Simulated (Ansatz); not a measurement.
# Mg₂ZnO₃, space group P-3m1: a Berry-phase polarisation

Program: Ansatz 0.2.0, Python API.

The cells in order, each with its output:

```python
import ansatz as az
from ase import Atoms
import numpy as np
```

```python
atoms = Atoms(
    ['Mg', 'Mg', 'Zn', 'O', 'O', 'O'],
    scaled_positions=[
        [1 / 3, 2 / 3, 0.6658],
        [2 / 3, 1 / 3, 0.3342],
        [0.0, 0.0, 0.0],
        [1 / 3, 2 / 3, 0.172619],
        [2 / 3, 1 / 3, 0.827381],
        [0.0, 0.0, 0.5],
    ],
    cell=[
        [3.032999, 0.0, 0.0],
        [-1.516499, 2.626654, 0.0],
        [0.0, 0.0, 7.403316],
    ],
    pbc=True,
)
cell = az.Crystal.from_ase(atoms)

def berry(structure):
    return (
        structure.calculation()
        .basis(450)  # cutoff of the orbital basis
        .functional(az.Functional.PBESOL)
        .kpoints(7, 7, 3)
        .occupations('fixed')
        .polarization()
        .run()
        .polarization()
    )
```

```python
vectors = np.array(cell.lattice.vectors)
shifted = cell.move(3, to=np.array(cell.sites[3].position) + 0.03 * np.linalg.inv(vectors)[1])
before, after = berry(cell), berry(shifted)
for label, p in (('as typed', before), ('shifted', after)):
    print(label, 'reduced polarisation:', [round(axis.reduced, 4) for axis in p.axes], 'modulo', p.modulus)
# take the change on the nearest branch, then turn it into a dipole per cell
change = np.array([b.reduced - a.reduced for a, b in zip(before.axes, after.axes)])
change -= before.modulus * np.round(change / before.modulus)
dipole = change @ vectors
print('dipole change (e A):', np.round(dipole, 4) + 0.0)
print('column of the Born charge of', cell.sites[3].symbol, 'for a shift along y:', np.round(dipole / 0.03, 2) + 0.0)
```

    as typed reduced polarisation: [16.0, 16.0, 19.0] modulo 2
    shifted reduced polarisation: [15.9875, 15.9749, 19.0] modulo 2
    dipole change (e A): [ 0.     -0.0659  0.0001]
    column of the Born charge of O for a shift along y: [ 0.  -2.2  0. ]

What to keep in mind:
- The structure comes from a database of computed cells and needn't be a stable or known phase.
- Polarisation is defined up to a quantum, so only the change along a continuous path has meaning.
- The whole script took 11 s on 1 thread of AMD EPYC 9R45 96-Core Processor (Zen 5), on a shared host, peak memory 0.49 GiB.

(Lines on the test bed's own set-up are left out of the output.)
